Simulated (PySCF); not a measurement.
# BCuH2O: the cost of one run

Programs: PySCF 2.14.0. All values are calculated, for the isolated system unless a continuum is named. Atoms count from 0, parts from 1.

## 1. Starting point

Each species was relaxed by itself at PBE0-D3(BJ)/def2-SVP.

## 2. Reaction energy: PBE0-D3(BJ)/def2-TZVPD

Job settings and geometry (Å):

```
{"job": {"kind": "react", "xc": "PBE0", "basis": "def2-TZVPD", "disp": "d3bj"}, "charge": 0, "multiplicity": 1}
-1 BH3O charge 0 multiplicity 1
B     -0.412320    -0.059210    -0.004680
O      0.879130    -0.434320     0.001580
H     -0.722390     1.114480     0.025360
H     -1.233250    -0.944960    -0.041500
H      1.490870     0.308840     0.032020

-1 CuHO charge 0 multiplicity 1
O     -0.296980     0.263260     0.428570
Cu     0.078170     0.150530    -1.303240
H      0.217360    -0.418460     0.878610

+1 BCuH2O charge 0 multiplicity 1
B     -0.472720    -0.016630     0.127460
O      0.408630    -0.030740    -0.860280
Cu     2.158200     0.395180    -0.704030
H     -1.630520    -0.328600    -0.131430
H     -0.195450     0.290640     1.285870

+1 H2O charge 0 multiplicity 1
O      0.002340     0.398800    -0.005240
H     -0.753350    -0.194200     0.059370
H      0.751020    -0.204560    -0.054100
```

Level: PBE0-D3(BJ)/def2-TZVPD reaction energy of separated species, gas phase.

On the command line:

```console
$ OMP_NUM_THREADS=1 python cluster_run.py task.json out
```

One launch serves the whole session: the jobs run in the order shown.

Q: Estimate the wall time and peak memory of this first job on 1 thread of AMD EPYC 7R13, shared host.

About 7.2 s, with a peak of 0.5 GiB.
